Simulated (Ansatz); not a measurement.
# C2H8B2O: one species, many methods

How much do the methods differ for C2H8B2O? The plan is to run it at one geometry with functionals of several rungs and with coupled cluster. The yardstick is the atomisation energy at the CCSD(T) limit.

The runs use Ansatz 0.2.0, Gaussian basis; functionals in def2-TZVPP, the program's frozen cores in correlated methods.

The runs, in order: PBE-D4, r2SCAN-D4, PBE0-D4, B3LYP-D4, ωB97X-V, ωB97M-V, B2PLYP; CCSD(T)/def2-TZVPP; MP2/def2-QZVPP; extrapolation to the limit.

### Step 1. The geometry

The geometry comes from an earlier relaxation with PBE0-D4 in a triple-zeta def2 set; it is a stationary point, not always the lowest conformer.

SMILES `CCBBO`, 13 atoms, charge 0, spin multiplicity 1.

Atoms are counted from 1 here; the program's logs count them from 0.

Bond lengths: C1–C2 1.523 Å, C1–H6 1.093 Å, C1–H7 1.093 Å, C1–H8 1.093 Å, C2–B3 1.561 Å, C2–H9 1.104 Å, C2–H10 1.099 Å, B3–B4 1.683 Å, B3–H11 1.207 Å, B4–O5 1.360 Å, B4–H12 1.210 Å, O5–H13 0.960 Å. Angles: C2–C1–H6 111.2°, C2–C1–H7 111.2°, C2–C1–H8 112.3°, H6–C1–H7 107.0°, H6–C1–H8 107.5°, H7–C1–H8 107.3°, C1–C2–B3 118.5°, C1–C2–H9 110.4°, C1–C2–H10 111.2°, B3–C2–H9 104.0°, B3–C2–H10 108.8°, H9–C2–H10 102.4°, C2–B3–B4 125.2°, C2–B3–H11 115.8°, B4–B3–H11 118.7°, B3–B4–O5 128.3°, B3–B4–H12 118.2°, O5–B4–H12 113.6° and more.

### Step 2. PBE-D4 (GGA)

Input file in.yaml:

```yaml
crystal:
  periodic: [false, false, false]
  atoms:
    - {symbol: C, position_ang: [-1.201322, -0.951602, -0.568547]}
    - {symbol: C, position_ang: [-0.085585, -1.112826, 0.455801]}
    - {symbol: B, position_ang: [0.911143, 0.070530, 0.665849]}
    - {symbol: B, position_ang: [1.032600, 1.424360, -0.326226]}
    - {symbol: O, position_ang: [0.437877, 2.637188, -0.171991]}
    - {symbol: H, position_ang: [-0.798893, -0.717142, -1.557690]}
    - {symbol: H, position_ang: [-1.875190, -0.135213, -0.294971]}
    - {symbol: H, position_ang: [-1.808255, -1.855368, -0.665923]}
    - {symbol: H, position_ang: [0.564020, -1.964446, 0.187826]}
    - {symbol: H, position_ang: [-0.483967, -1.418538, 1.433588]}
    - {symbol: H, position_ang: [1.711270, -0.068578, 1.558422]}
    - {symbol: H, position_ang: [1.736403, 1.352237, -1.307741]}
    - {symbol: H, position_ang: [-0.119901, 2.704600, 0.606403]}
basis:
  gaussian: {orbitals: def2-TZVPP}
hamiltonian: {xc: pbe, dispersion: d4}
output: {forces: true, orbitals: {seedname: orbitals}}
```

The run is started by

```
> ansatz run in.yaml --threads 4 --pin off --events-out ev --progress --plain --max-ram 10444MiB
```

After this run come: r2SCAN-D4 (meta-GGA); PBE0-D4 (hybrid); B3LYP-D4 (hybrid); ωB97X-V (range-separated); ωB97M-V (range-separated); B2PLYP (double hybrid); CCSD(T) in def2-TZVPP; MP2 in def2-QZVPP.

**Question.** What will the summary of the whole plan be? Wanted: atomisation energy, CCSD(T)/CBS; farthest; mean size of error, hybrid; mean size of error, range-separated; gap, smallest and largest; T1 diagnostic; triples share of the correlation energy.

**Answer**, as computed:

| quantity | value |
| --- | --- |
| atomisation energy, CCSD(T)/CBS | 1193.6 kcal/mol |
| functionals within 6.0 kcal/mol (0.5 %) | ωB97X-V, B2PLYP |
| farthest | PBE-D4 (+25.8 kcal/mol) |
| mean size of error, hybrid | 9.4 kcal/mol |
| mean size of error, range-separated | 7.4 kcal/mol |
| gap, smallest and largest | 3.66 eV (PBE-D4), 10.57 eV (ωB97X-V) |
| T1 diagnostic | 0.0123 |
| triples share of the correlation energy | 3.6 % |

**Reading.** PBE-D4 is off by +25.8 kcal/mol. Double hybrids carry the basis error of their MP2 part in triple zeta, and no dispersion term here, so their miss is partly the set-up's. Misses under about 6.0 kcal/mol are within the doubt on the reference itself, which lacks core-valence correlation, relativity and higher excitations. Hartree-Fock recovers 77 % of the binding; the rest is correlation. The gap grows from 3.7 to 10.6 eV across the functionals, mostly with the share of exact exchange.
